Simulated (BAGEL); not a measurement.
# CH4BFO (SMILES OCBF) at PBE0/def2-SVPD (density fitting with qzvpp-jkfit)

What is the energy change on altering one bond length of CH4BFO at PBE0/def2-SVPD (density fitting with qzvpp-jkfit)? 

The results are computed with BAGEL 1.2.2.

1 further run of the same task is left out (it didn't finish). Runs told in other sessions of the task aren't counted.

### 1 The structure to begin with

CH4BFO: 8 atoms, total charge 0, spin state singlet. SMILES: `OCBF`. The shape is that of a PBE0-D4/def2-TZVP optimisation. This is one conformer, not always the lowest.

Bond lengths: O1–C2 1.408 Å, C2–B3 1.560 Å, B3–F4 1.317 Å, O1–H5 0.959 Å, C2–H6 1.105 Å, C2–H7 1.105 Å, B3–H8 1.201 Å. Angles: O1–C2–B3 113.4°, C2–B3–F4 121.5°, O1–C2–H6 112.5°, O1–C2–H7 112.5°, B3–C2–H6 106.7°, B3–C2–H7 106.6°, C2–O1–H5 108.9°, C2–B3–H8 120.7°, F4–B3–H8 117.8°, H6–C2–H7 104.5°.

### 2 The energy at PBE0/def2-SVPD (density fitting with qzvpp-jkfit)

File dft.json:

```json
{ "bagel": [

{
  "title": "molecule",
  "basis": "def2-svpd.json",
  "df_basis": "qzvpp-jkfit",
  "angstrom": true,
  "geometry": [
    { "atom": "O", "xyz": [      -1.240500,       0.762600,      -0.169300 ] },
    { "atom": "C", "xyz": [       0.117900,       0.425000,      -0.013600 ] },
    { "atom": "B", "xyz": [       0.368600,      -1.112000,       0.076000 ] },
    { "atom": "F", "xyz": [      -0.622900,      -1.976700,       0.007200 ] },
    { "atom": "H", "xyz": [      -1.319100,       1.717500,      -0.217300 ] },
    { "atom": "H", "xyz": [       0.563100,       0.872000,       0.893700 ] },
    { "atom": "H", "xyz": [       0.744200,       0.799800,      -0.843400 ] },
    { "atom": "H", "xyz": [       1.481000,      -1.545400,       0.210800 ] }
  ]
},

{ "title": "ks", "xc_func": "pbe0" },

{ "title": "print", "file": "orbitals.molden", "orbitals": true }

]}
```

The basis set def2-SVPD is read from a file made from the Basis Set Exchange's data (not shown).

Started as:

```bash
$ BAGEL_NUM_THREADS=1 BAGEL dft.json > dft.out
```

The program printed:

```text
* using 1 threads per process

  ===============================================================
  ===============================================================

  *** Geometry ***

  { "atom" : "O", "xyz" : [     -2.344205,      1.441105,     -0.319931 ] },
  { "atom" : "C", "xyz" : [      0.222799,      0.803134,     -0.025700 ] },
  { "atom" : "B", "xyz" : [      0.696553,     -2.101375,      0.143619 ] },
  { "atom" : "F", "xyz" : [     -1.177110,     -3.735422,      0.013606 ] },
  { "atom" : "H", "xyz" : [     -2.492738,      3.245605,     -0.410637 ] },
  { "atom" : "H", "xyz" : [      1.064105,      1.647841,      1.688848 ] },
  { "atom" : "H", "xyz" : [      1.406334,      1.511403,     -1.593795 ] },
  { "atom" : "H", "xyz" : [      2.798684,     -2.920383,      0.398354 ] },

  Number of auxiliary basis functions:      376

  Since a DF basis is specified, we compute 2- and 3-index integrals:
    o Being stored without compression. Storage requirement is 0.042 GB

  Number of basis functions:      118
  Number of electrons      :       32

    * METHOD: MOLECULE                             0.17

  *** Kohn-Sham DFT ***

    * Removing 14586 points whose weight is below 1.00e-10
    * Grid points: 104662

  === Nuclear Repulsion ===
   111.2266166748

       - DIIS with orbital gradients will be used.

  === KS iteration (pbe0 / def2-svpd.json) ===
      0       -215.07102177          0.10426003           0.38
      1       -183.74808677          0.17162814           0.38
      2       -213.09337280          0.13381190           0.38
      3       -237.34830834          0.06292991           0.38
      4       -239.26671670          0.03779629           0.38
      5       -239.99124692          0.00950260           0.38
      6       -240.02232143          0.00571583           0.38
      7       -240.03716462          0.00201455           0.38
      8       -240.03900677          0.00051886           0.37
      9       -240.03912848          0.00024525           0.37
     10       -240.03916102          0.00002146           0.38
     11       -240.03916125          0.00000403           0.37
     12       -240.03916125          0.00000071           0.38
     13       -240.03916125          0.00000018           0.38
     14       -240.03916125          0.00000015           0.37
     15       -240.03916125          0.00000004           0.38
     16       -240.03916125          0.00000002           0.38
     17       -240.03916125          0.00000001           0.38
    * SCF iteration converged.

    * Permanent dipole moment:
           (   -0.653541,    -0.870963,    -0.032192) a.u.

    * METHOD: KS                                   7.44

    * METHOD: PRINT                                0.04

  ===============================================================
```

Wall time 7.8 s (1 thread of Arm Neoverse V1, shared host); peak memory 0.55 GiB.

### 3 The distorted shape, same level

File input.json:

```json
{ "bagel" : [

{
  "title" : "molecule",
  "basis" : "def2-svpd.json",
  "df_basis" : "qzvpp-jkfit",
  "angstrom" : true,
  "geometry" : [
    { "atom" : "O", "xyz" : [   -1.216922,    0.476160,   -0.154902 ] },
    { "atom" : "C", "xyz" : [    0.141478,    0.138560,    0.000798 ] },
    { "atom" : "B", "xyz" : [    0.392178,   -1.398440,    0.090398 ] },
    { "atom" : "F", "xyz" : [   -0.599322,   -2.263140,    0.021598 ] },
    { "atom" : "H", "xyz" : [   -1.319100,    1.717500,   -0.217300 ] },
    { "atom" : "H", "xyz" : [    0.586678,    0.585560,    0.908098 ] },
    { "atom" : "H", "xyz" : [    0.767778,    0.513360,   -0.829002 ] },
    { "atom" : "H", "xyz" : [    1.504578,   -1.831840,    0.225198 ] }
  ]
},
{
  "title" : "ks",
  "xc_func" : "pbe0",
  "charge" : 0
},
{
  "title" : "print",
  "file" : "orbitals.molden",
  "orbitals" : true
}

]}
```

The basis set def2-SVPD is read from a file made from the Basis Set Exchange's data (not shown).

Started as:

```bash
$ BAGEL_NUM_THREADS=1 BAGEL input.json > input.out
```

The program printed:

```text
* using 1 threads per process

  ===============================================================
  ===============================================================

  *** Geometry ***

  { "atom" : "O", "xyz" : [     -2.299649,      0.899812,     -0.292722 ] },
  { "atom" : "C", "xyz" : [      0.267355,      0.261840,      0.001508 ] },
  { "atom" : "B", "xyz" : [      0.741109,     -2.642669,      0.170827 ] },
  { "atom" : "F", "xyz" : [     -1.132554,     -4.276715,      0.040814 ] },
  { "atom" : "H", "xyz" : [     -2.492738,      3.245605,     -0.410637 ] },
  { "atom" : "H", "xyz" : [      1.108661,      1.106548,      1.716057 ] },
  { "atom" : "H", "xyz" : [      1.450890,      0.970110,     -1.566587 ] },
  { "atom" : "H", "xyz" : [      2.843240,     -3.461676,      0.425563 ] },

  Number of auxiliary basis functions:      376

  Since a DF basis is specified, we compute 2- and 3-index integrals:
    o Being stored without compression. Storage requirement is 0.042 GB

  Number of basis functions:      118
  Number of electrons      :       32

    * METHOD: MOLECULE                             0.17

  *** Kohn-Sham DFT ***

    * Removing 14219 points whose weight is below 1.00e-10
    * Grid points: 105029

  === Nuclear Repulsion ===
   109.8632506546

       - DIIS with orbital gradients will be used.

  === KS iteration (pbe0 / def2-svpd.json) ===
      0       -214.97849329          0.10240667           0.38
      1       -185.35919479          0.16318461           0.38
      2       -213.30526051          0.12926804           0.38
      3       -237.67841646          0.05845707           0.38
      4       -239.07574817          0.04034606           0.38
      5       -239.91708358          0.01198464           0.39
      6       -239.94358567          0.00974196           0.38
      7       -239.99129401          0.00280462           0.38
      8       -239.99495192          0.00060998           0.38
      9       -239.99509338          0.00035102           0.39
     10       -239.99515863          0.00002847           0.38
     11       -239.99515905          0.00000585           0.40
     12       -239.99515907          0.00000113           0.39
     13       -239.99515907          0.00000041           0.38
     14       -239.99515907          0.00000022           0.37
     15       -239.99515907          0.00000007           0.37
     16       -239.99515907          0.00000007           0.37
     17       -239.99515907          0.00000001           0.37
     18       -239.99515907          0.00000000           0.37
    * SCF iteration converged.

    * Permanent dipole moment:
           (   -0.653060,    -0.925293,    -0.029868) a.u.

    * METHOD: KS                                   7.87

    * METHOD: PRINT                                0.04

  ===============================================================
```

Wall time 8.4 s (1 thread of Arm Neoverse V1, shared host); peak memory 0.55 GiB.

### 4 Summary of results

Level: PBE0/def2-SVPD (density fitting with qzvpp-jkfit).

```
                                                         quantity          value
                                        first shape: total energy  -240.03916 Eh
                                       first shape: dipole moment         2.77 D
                                         first shape: HOMO energy       -8.31 eV
                                         first shape: LUMO energy       -0.58 eV
                                       first shape: HOMO–LUMO gap        7.73 eV
                                    distorted shape: total energy  -239.99516 Eh
                                   distorted shape: dipole moment         2.88 D
                                     distorted shape: HOMO energy       -8.09 eV
                                     distorted shape: LUMO energy       -0.88 eV
                                   distorted shape: HOMO–LUMO gap        7.21 eV
energy change with the O1–H5 bond stretched from 0.959 to 1.247 Å       1.197 eV
```

What this shows: With the O1–H5 bond stretched from 0.959 to 1.247 Å the energy rises by 1.20 eV (116 kJ/mol). The first shape isn't relaxed at this level, so the change isn't measured from a minimum.
